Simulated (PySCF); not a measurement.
**One shape, several levels: GeF2 (SMILES [F][Ge][F])**

Aim: a comparison of 5 runs (B3LYP/STO-3G, r2SCAN/STO-3G, MP2/STO-3G, CCSDT(Q)/STO-3G, FCI/STO-3G) of GeF2. Input form: a Python script.

Program for the calculation: PySCF 2.14.0.

19 further runs of the same task are left out: 7 that didn't finish, 12 set aside as unsound or not needed.

## 1. Starting point

The species is GeF2 (3 atoms), meant as a singlet with charge 0. As SMILES, `[F][Ge][F]`. The Ge1–F3 distance was set to 2.697 Å, away from the relaxed value. At this shape a bond of the SMILES string is far longer than usual.

Bond lengths: Ge1–F2 1.800 Å. A long bond or contact: Ge1–F3 2.697 Å.

## 2. A single-point energy at B3LYP/STO-3G (run 1)

The input, calc.py:

```python
from pyscf import gto, dft

molecule = gto.M(
    atom='''
Ge     1.264979    -0.047649    -2.677929
F      3.752444    -0.068115    -0.358328
F     -2.504492     0.050399     0.750599
''',
    verbose=4,
    spin=0,
    unit='bohr',
    max_memory=1860,
    charge=0,
    basis='sto-3g',
)

ks = dft.RKS(molecule)
ks.xc = 'b3lyp'
ks.grids.level = 5
ks.conv_tol = 1e-10
ks.kernel()
if not ks.converged:
    ks = ks.newton().run(ks.mo_coeff, ks.mo_occ)

energy = ks.e_tot
print('E(%s) = %.9f' % ('B3LYP', energy))
```

The run is started by

```console
$ OMP_NUM_THREADS=1 python calc.py
```

What it wrote:

```text
PySCF version 2.14.0

[INPUT] num. atoms = 3
[INPUT] num. electrons = 50
[INPUT] charge = 0
[INPUT] spin (= nelec alpha-beta = 2S) = 0
[INPUT] symmetry False subgroup None
[INPUT] Mole.unit = bohr
[INPUT] Symbol           X                Y                Z      unit          X                Y                Z       unit  Magmom
[INPUT]  1 Ge     0.669398059092  -0.025214764923  -1.417098999262 AA    1.264979000000  -0.047649000000  -2.677929000000 Bohr   0.0
[INPUT]  2 F      1.985707850053  -0.036044905722  -0.189619011635 AA    3.752444000000  -0.068115000000  -0.358328000000 Bohr   0.0
[INPUT]  3 F     -1.325320091331   0.026670002253   0.397199885339 AA   -2.504492000000   0.050399000000   0.750599000000 Bohr   0.0

[... 79 lines left out ...]
SCF not converged.
SCF energy = -2249.32486739673
[... 58 lines left out ...]
converged SCF energy = -2249.61680354538
E(B3LYP) = -2249.616803545
```

It took 21 s on 1 thread of Arm Neoverse V2, shared host; peak memory 0.27 GiB.

## 3. A single-point energy at r2SCAN/STO-3G (run 2)

The input, calc.py:

```python
from pyscf import gto, dft

mol = gto.M(
    atom='Ge 0.669398 -0.025215 -1.417099; F 1.985708 -0.036045 -0.189619; F -1.325320 0.026670 0.397200',
    basis='sto-3g',
    max_memory=1860,
    verbose=3,
)

ks = dft.RKS(mol, xc='r2scan')
ks.conv_tol = 1e-10
ks.grids.level = 5
ks.kernel()
if not ks.converged:
    ks = ks.newton().run(ks.mo_coeff, ks.mo_occ)

etot = ks.e_tot
print('E(%s) = %.9f' % ('R2SCAN', etot))
```

The run is started by

```console
$ OMP_NUM_THREADS=1 python calc.py
```

What it wrote:

```text
SCF not converged.
SCF energy = -2242.54648712616
converged SCF energy = -2249.68251317489
E(R2SCAN) = -2249.682513175
```

Run time: 61 s. Hardware: 1 thread of Arm Neoverse V2, shared host; peak memory 0.29 GiB.

## 4. A single-point energy at MP2/STO-3G (run 3)

The input, calc.py:

```python
from pyscf import gto, scf, mp

mol = gto.M(
    atom=[
    ('Ge', (0.669398, -0.025215, -1.417099)),
    ('F', (1.985708, -0.036045, -0.189619)),
    ('F', (-1.325320, 0.026670, 0.397200)),
],
    basis='sto-3g',
    max_memory=1860,
    verbose=3,
    spin=0,
)

mf = scf.RHF(mol)
mf.conv_tol = 1e-10
mf.kernel()
if not mf.converged:
    mf = mf.newton().run(mf.mo_coeff, mf.mo_occ)

pt = mp.MP2(mf, frozen=11).run()
e_final = pt.e_tot
print(f'total energy: {e_final:.8f} hartree')
```

The run is started by

```console
$ OMP_NUM_THREADS=1 python calc.py
```

What it wrote:

```text
converged SCF energy = -2247.59484458437
E(RMP2) = -2247.71896322854  E_corr = -0.124118644168595
E(SCS-RMP2) = -2247.73441516548  E_corr = -0.139570581112756
total energy: -2247.71896323 hartree
```

Wall time 0.65 s (1 thread of Arm Neoverse V2, shared host); peak memory 0.12 GiB.

Run 4 isn't shown in full; the table further down has it.

## 5. A single-point energy at FCI/STO-3G (run 5)

The input, calc.py:

```python
from pyscf import gto, mcscf
from pyscf import fci

mol = gto.M(
    atom='''
Ge     1.264979    -0.047649    -2.677929
F      3.752444    -0.068115    -0.358328
F     -2.504492     0.050399     0.750599
''',
    unit='bohr',
    verbose=3,
    max_memory=1860,
    spin=0,
    basis='sto-3g',
)

mf = mol.RHF()
mf.conv_tol = 1e-10
mf.kernel()
if not mf.converged:
    mf = mf.newton().run(mf.mo_coeff, mf.mo_occ)

cas = mcscf.CASCI(mf, mf.mo_coeff.shape[-1] - 11, (mol.nelec[0] - 11, mol.nelec[1] - 11))  # full CI above the frozen core
cas.fcisolver = fci.direct_spin0.FCI(mol)  # even spin states alone
cas.kernel()
print('<S^2> = %.4f' % cas.fcisolver.spin_square(cas.ci, cas.ncas, cas.nelecas)[0])
e_final = cas.e_tot
print(f'total energy: {e_final:.8f} hartree')
```

The run is started by

```console
$ OMP_NUM_THREADS=1 python calc.py
```

What it wrote:

```text
converged SCF energy = -2247.5948446038
CASCI E = -2247.78908029240  E(CI) = -193.412822241391  S^2 = 0.0000000
<S^2> = 0.0000
total energy: -2247.78908029 hartree
```

It took 52 s on 1 thread of Arm Neoverse V2, shared host; peak memory 0.22 GiB.

## 6. The series

```tsv
run	level	integration grid	frozen core orbitals	energy (Eh)	dipole moment (D) of the reference	HOMO energy (eV)	LUMO energy (eV)	wall time
1	B3LYP/STO-3G	5	–	-2249.616804	2.36	-1.92	0.25	21 s
2	r2SCAN/STO-3G	5	–	-2249.682513	2.21	-0.75	-0.33	61 s
3	MP2/STO-3G	–	11	-2247.718963	3.10	-4.65	3.89	0.65 s
4	CCSDT(Q)/STO-3G	–	11	-2247.790089	3.10	-4.65	3.89	9.9 s
5	FCI/STO-3G	–	11	-2247.789080	3.10	-4.65	3.89	52 s
```

## 7. Summary of results

| quantity | value |
| --- | --- |
| run 5: total energy | -2247.78908 Eh |
| run 5: dipole moment (Hartree–Fock density) | 3.10 D |
| run 5: HOMO energy (Hartree–Fock orbitals) | -4.65 eV |
| run 5: LUMO energy (Hartree–Fock orbitals) | 3.89 eV |
| run 5: HOMO–LUMO gap (Hartree–Fock orbitals) | 8.55 eV |
| run 5: correlation energy (11 core orbitals frozen) | -194.2 mEh |

**Reading.** Against full CI in this basis: MP2 +70.1 mEh; CCSDT(Q) -1.0 mEh. Totals of different functionals can't be ranked against each other. In runs 1, 2, 3, 4, 5 the basis is minimal, so the values are rough. All runs together took 2.4 min, the longest 61 s.
